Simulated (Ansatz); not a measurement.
# CuF4P: the cost of one run

The runs use Ansatz 0.2.0, Gaussian basis; the settings change from run to run.

### 1 The relaxed structure

The geometry comes from an earlier relaxation with PBE0-D4 in a triple-zeta def2 set; it is a stationary point.

SMILES `[F][Cu-][P+](F)(F)F`, 6 atoms, charge 0, spin multiplicity 1.

Atoms are counted from 1 here; the program's logs count them from 0.

Bond lengths: F1–Cu2 1.754 Å, Cu2–P3 2.090 Å, P3–F4 1.546 Å, P3–F5 1.546 Å, P3–F6 1.546 Å. Angles: F1–Cu2–P3 180.0°, Cu2–P3–F4 118.0°, Cu2–P3–F5 118.0°, Cu2–P3–F6 118.1°, F4–P3–F5 99.7°, F4–P3–F6 99.7°, F5–P3–F6 99.7°.

### 2 PBEsol/def2-TZVPD

This run has charge +1, multiplicity 2.

in.yaml reads:

```yaml
crystal:
  periodic: [false, false, false]
  atoms:
    - {symbol: F, position_ang: [1.009942, -2.735716, 1.361537]}
    - {symbol: Cu, position_ang: [0.459629, -1.244872, 0.619889]}
    - {symbol: P, position_ang: [-0.196295, 0.531841, -0.264620]}
    - {symbol: F, position_ang: [-1.365923, 0.453097, -1.272436]}
    - {symbol: F, position_ang: [0.816961, 1.343004, -1.104415]}
    - {symbol: F, position_ang: [-0.724324, 1.652646, 0.660035]}
basis:
  gaussian: {orbitals: def2-TZVPD}
total_charge: 1
magnetization: {spin_polarized: true, initial_magnetization: 1}
hamiltonian: {xc: {name: PBEsol}}
```

Started as:

```sh
$ ansatz run in.yaml --threads 4 --pin off --events-out ev --progress --plain --max-ram 10444MiB
```

**Question.** How long does this run take on 4 threads of Arm Neoverse V1, shared host, and how much memory does it need?

About 4.7 min, with a peak of 0.95 GiB.
